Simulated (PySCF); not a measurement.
# How the numerical set-up moves the result for SiHg (triplet)

Which parts of the numerical set-up matter for SiHg (triplet)? Each run edits the base script.

Computed with PySCF 2.14.0. Level: each script names its method and basis.

4 further runs of the same task are left out: 1 for a known fault of the program, 3 that didn't finish.

### 1 The starting structure

SiHg (triplet): 2 atoms, charge 0, spin multiplicity 3.

Bond lengths: Si1–Hg2 2.365 Å.

### 2 The run that the others are compared with

Contents of input.py:

```python
from pyscf import gto, scf, tdscf

mol = gto.M(
    atom='Si 0 0 0; Hg 0 0 2.365',
    basis='def2-svpd',
    ecp={'Hg': 'def2-svpd'},
    charge=0,
    spin=2,
    verbose=3,
)
mf = scf.UHF(mol)
mf.kernel()
td = tdscf.TDA(mf)
td.nstates = 5
td.kernel()
td.analyze(verbose=3)
mf.dip_moment()
print('orbital energies (hartree):', [e[max(0, n-3):n+3].round(4) for e, n in zip(mf.mo_energy, mol.nelec)])
```

On the command line:

```sh
$ python input.py
```

Its log is not repeated here.

In short: E(SCF) = -441.289670 Eh, ⟨S²⟩ = 2.049, μ = 2.63 D, excitations 1.62, 1.62, 2.39, 3.76, 3.76 eV.

The bond length is a typed value, not an optimised one. The triplet is typed in the script; nothing here shows that it is the ground state.

### 3 Density fitting weigend

Variant 1 changes density fitting: none → weigend.

Contents of input.py:

```python
from pyscf import gto, scf, tdscf

mol = gto.M(
    atom='Si 0 0 0; Hg 0 0 2.365',
    basis='def2-svpd',
    ecp={'Hg': 'def2-svpd'},
    charge=0,
    spin=2,
    verbose=3,
)
mf = scf.UHF(mol)
mf = mf.density_fit(auxbasis='weigend')
mf.kernel()
td = tdscf.TDA(mf)
td.nstates = 5
td.kernel()
td.analyze(verbose=3)
mf.dip_moment()
print('orbital energies (hartree):', [e[max(0, n-3):n+3].round(4) for e, n in zip(mf.mo_energy, mol.nelec)])
```

On the command line:

```sh
$ python input.py
```

### 4 Ano-rcc-vdzp (core potential off, X2C on)

Variant 2 changes basis set: def2-svpd → ano-rcc-vdzp; core potential: on → off; spin-free X2C: off → on. The core potential changes with it: totals don't compare.

Changes to input.py since step 2:

```diff
@@ -4,4 +4,3 @@
     atom='Si 0 0 0; Hg 0 0 2.365',
-    basis='def2-svpd',
-    ecp={'Hg': 'def2-svpd'},
+    basis='ano-rcc-vdzp',
     charge=0,
@@ -11,2 +10,3 @@
 mf = scf.UHF(mol)
+mf = mf.sfx2c1e()
 mf.kernel()
@@ -15,3 +15,3 @@
 td.kernel()
-td.analyze(verbose=3)
+td.analyze()
 mf.dip_moment()
```

### 5 Core potential off

Variant 3 changes core potential: on → off. The core potential changes with it: totals don't compare.

Changes to input.py since step 2:

```diff
@@ -5,3 +5,2 @@
     basis='def2-svpd',
-    ecp={'Hg': 'def2-svpd'},
     charge=0,
@@ -15,3 +14,3 @@
 td.kernel()
-td.analyze(verbose=3)
+td.analyze()
 mf.dip_moment()
```

**Question.** What will these runs give? Wanted: for each run, E(SCF); from base; gap, α spin; SCF dipole; after the SCF.

As calculated:

| run | E(SCF) (hartree) | from base (eV) | gap, α spin (eV) | SCF dipole (D) | functions | after the SCF |
| --- | --- | --- | --- | --- | --- | --- |
| base | -441.289670 | 0 | n/a | 2.63 | 59 | lowest root found 1.62 eV |
| density fitting weigend | -439.197659 | +56.9265 | n/a | 2.53 | 59 | lowest root found 1.51 eV |
| ano-rcc-vdzp (core potential off, X2C on) | -19912.849356 | not comparable | 7.68 | 2.57 | 77 | lowest root found 1.66 eV |
| core potential off (poor choice) | -3548.823863 | not comparable | 5.77 | 67.35 | 59 | lowest root found 0.03 eV |

What this shows: The dearest run is “ano-rcc-vdzp (core potential off, X2C on)”, at 37 s against 4.2 s. Rows marked «poor choice» come from settings spoiled on purpose.
